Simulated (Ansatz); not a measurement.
Runs of Ansatz 0.2.0 on SiSe. It takes space group P-6m2 (No. 187, hexagonal). The conventional cell has a = 3.595 Å, b = 3.595 Å, c = 3.599 Å, α = 90.00°, β = 90.00°, γ = 120.00°. Si (site symmetry -6m2) has 6 Se at 2.75 Å as nearest neighbours. Se (site symmetry -6m2) is surrounded by 6 Si at 2.75 Å. The cell was built by a generator and needn't be a form met in nature.

| task | level | cell | cutoff (eV) | points for each segment of the path | gap on the mesh (eV) | pressure (GPa) | relaxed volume (Å³/atom) |
| --- | --- | --- | --- | --- | --- | --- | --- |
| relaxation of cell and atoms | HF | relaxed | 420 | - | none | 0.0 | (a) |
| band structure | HSE03 | as given | 420 | 4 | none | -2.4 | - |
| single point | HF | as given | 420 | - | none | (c) | - |
| single point | r2SCAN0 | as given | 500 | - | none | (b) | - |
| band structure | HSEsol | as given | 420 | 4 | none | -4.4 | - |
| relaxation of cell and atoms | HSEsol | relaxed | 420 | - | none | 0.0 | 18.92 |
| relaxation of cell and atoms | HSE03 | relaxed | 420 | - | none | 0.0 | 19.48 |
| single point | r2SCANh | as given | 500 | - | none | -1.6 | - |

Alike in all rows: potentials or basis Ansatz PAW; no spin polarisation; k mesh 5 × 5 × 4; smearing fermi-dirac 0.05 eV; the mesh is coarse, so values aren't converged.

Fill in the values left out.

(a) 21.88; (b) -2.5; (c) 5.5.

Caveats: all runs use coarse meshes; the PAW data sets come from PBE, with cores solved anew for the run's functional, which leaves a small shift of forces and pressure; the thresholds are loose for stress (some runs); the plane-wave basis is chosen anew once the cell has moved, so the energies of steps on either side of that aren't comparable (some runs).

A k mesh can miss the band edges, and the runs leave out spin-orbit coupling on Se.

A gap of «none» marks a metal or a gap under the smearing width.
